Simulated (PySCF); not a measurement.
**The bond of GaH+, level by level**

One job finds the state of GaH+, follows it along the bond with each method and fits the curves.

The runs use PySCF 2.14.0; Ga def2-TZVPPD, H def2-TZVPPD, no relativity.

## 1. The job

Settings of the job:

```yaml
atoms: Ga, H
charge: 1
basis: Ga def2-TZVPPD, H def2-TZVPPD
Hamiltonian: no relativity
basis_functions: 71
electrons_treated: 31
masses_in_u: 68.9256, 1.0078
levels: PBE0, PBE, r²SCAN, PBEsol, revPBE, BHandHLYP, B97-3, B3LYP, CAM-B3LYP, HF, MP2, SCS-MP2, CCSD, CCSD(T)
grid: 80 radial by 434 angular points
occupations: held fixed by the projection of orbital angular momentum
dissociation_limit: Ga+ + H, each in its ground configuration
starting_distance_in_angstrom: 1.625
values_of_2S_to_try: 1, 3
```

On the command line:

```console
$ OMP_NUM_THREADS=1 python dia.py task.json out
```

Further steps of the session: PBE0 along the bond; Excited determinants; PBE (GGA); r²SCAN (meta-GGA); PBEsol; revPBE (GGA); BHandHLYP; B97-3 (global hybrid GGA); B3LYP (global hybrid GGA); CAM-B3LYP (range-separated hybrid); UHF (mean field); MP2 and coupled cluster.

What does the calculation give? Wanted: for each run, Re; ωe; De; μ.

As calculated:

Lowest PBE0 solution found, without spin–orbit coupling: ²Σ⁺ (doublet), unpaired electrons σ ↑. State 2 has its PBE0 minimum 5.96 eV higher. The other levels ran on the lowest alone.

```csv
level,Re (Å),ωe (cm⁻¹),De (eV),μ (D)
UHF,1.635,1431,0.257,0.09
UHF-MP2,1.600,1607,0.436,n/a
UHF-SCS-MP2,1.604,1615,0.416,n/a
UHF-CCSD,1.636,1439,0.496,n/a
UHF-CCSD(T),1.638,1427,0.499,n/a
PBE,1.696,1207,0.50,0.49
PBEsol,1.680,1279,0.64,0.51
revPBE,1.690,1244,0.476,0.42
r²SCAN,1.659,1315,0.73,0.38
B3LYP,1.689,1227,0.50,0.43
PBE0,1.662,1339,0.53,0.37
B97-3,1.676,1311,0.398,0.36
BHandHLYP,1.660,1340,0.52,0.32
CAM-B3LYP,1.666,1302,0.53,0.42
```

De is counted to Ga+ + H in their ground configurations. A positive dipole points from Ga to H; in an ion it is taken about the centre of mass and does not tell which atom is negative.

Differences from CCSD(T) in the same basis:

```
      level  Re (mÅ)  ωe (%)
        UHF       -3    +0.3
    UHF-MP2      -38   +12.7
UHF-SCS-MP2      -34   +13.2
   UHF-CCSD       -2    +0.9
        PBE      +58   -15.4
     PBEsol      +42   -10.4
     revPBE      +52   -12.8
     r²SCAN      +21    -7.8
      B3LYP      +51   -14.0
       PBE0      +24    -6.1
      B97-3      +38    -8.1
  BHandHLYP      +22    -6.1
  CAM-B3LYP      +28    -8.8
```

What this shows: Against CCSD(T) in the same basis, the bond length is nearest at UHF-CCSD (-2 mÅ) and farthest at PBE (+58 mÅ); the wavenumber is nearest at UHF (+0.3 %) and farthest at PBE (-15.4 %). PBE gives a bond that is too long and too soft, as GGAs tend to. Among the levels with a De in the table, it runs from 0.257 eV (UHF) to 0.73 eV (r²SCAN).

Correlated steps freeze 9 core orbitals.
